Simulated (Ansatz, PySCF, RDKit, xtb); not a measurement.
**Which structure has the formula GeNO−?**

Only the formula GeNO− is given (charge -1). Aim: find the structure of lowest free energy at 298.15 K, then its properties.

The funnel: GFN2-xTB relaxations, single points with a density functional, relaxations at PBE0-D3(BJ)/def2-SVPD, harmonic vibrations, and a last energy at a higher level. All values are calculated.

4 further runs of the same task are left out: 4 set aside as unsound or not needed.

## Step 1: Candidates

A program enumerates the bonding patterns with one Lewis structure each (two rings at most, one unusual centre or charged pair), with their diastereomers. O–O, O–halogen and N–halogen bonds and N–N–N chains are not drawn. That gives 3 candidates.

```
label          SMILES     spin
 c346  [O-][N+]#[Ge-]  singlet
 c392  [N]1=[Ge-][O]1  singlet
 c657    [N]#[Ge][O-]  singlet
```

Candidates are built by distance geometry, with a force field where one applies, in up to four conformers (letters a to d). 2 starts with atoms placed at random are added, to find patterns that the rules miss.

Q: Predict the outcome of this search (final energies at CCSD(T)/def2-TZVPPD).

| quantity | value |
| --- | --- |
| lowest structure found | [N]#[Ge][O-], singlet, C∞v |
| next finalist | [O][N][Ge] ‡, singlet, 6.7 kcal/mol higher in G |
| share at equilibrium, among the finalists | 100.0 % |
| harmonic wavenumbers, lowest and highest (PBE0-D3(BJ)/def2-SVPD) | 203 and 1025 cm⁻¹ |
| rotational constants, same geometry | 0.2025 cm⁻¹ |
| HOMO energy (PBE0/def2-TZVPD) | -1.27 eV |
| LUMO energy (PBE0/def2-TZVPD) | 3.16 eV |
| HOMO–LUMO gap (to an unbound level, set by the basis) (PBE0/def2-TZVPD) | 4.43 eV |
| lowest excitation (TD-B3LYP/def2-SVPD) | 2.80 eV (f = 0.015) |
| lowest triplet excitation, same level, Tamm-Dancoff | 2.33 eV |
| vertical detachment energy | 3.18 eV |
| vertical triplet less singlet | +2.22 eV |

`[N]#[Ge][O-]` comes out lowest. The margin of 6.7 kcal/mol over the next finalist is beyond the usual error of the last level; it says nothing of structures that weren't ranked. GFN2-xTB, HF/def2-TZVPPD and MP2/def2-TZVPPD already put its bonding pattern lowest among the structures in one piece; HF/STO-3G, r2SCAN-D4/def2-SVPD and PBE0-D3(BJ)/def2-SVPD favour the singlet [O][N][Ge] ‡. A large T1 diagnostic among the finalists warns that one reference determinant may not suffice. It concerns: the winner; the finalist [O][N][Ge] ‡ (singlet); the finalist [N]1=[Ge-][O]1 (singlet). In an anion, excitations above the detachment energy lie in the continuum and hang on the basis, so they needn't be bound states. The search is not exhaustive (a finite list of starts, one conformer a finalist), so a lower isomer can't be ruled out.

‡ marks the bonded skeleton alone, with all bonds drawn single: no Lewis structure was assigned that passes a check against the bond lengths.
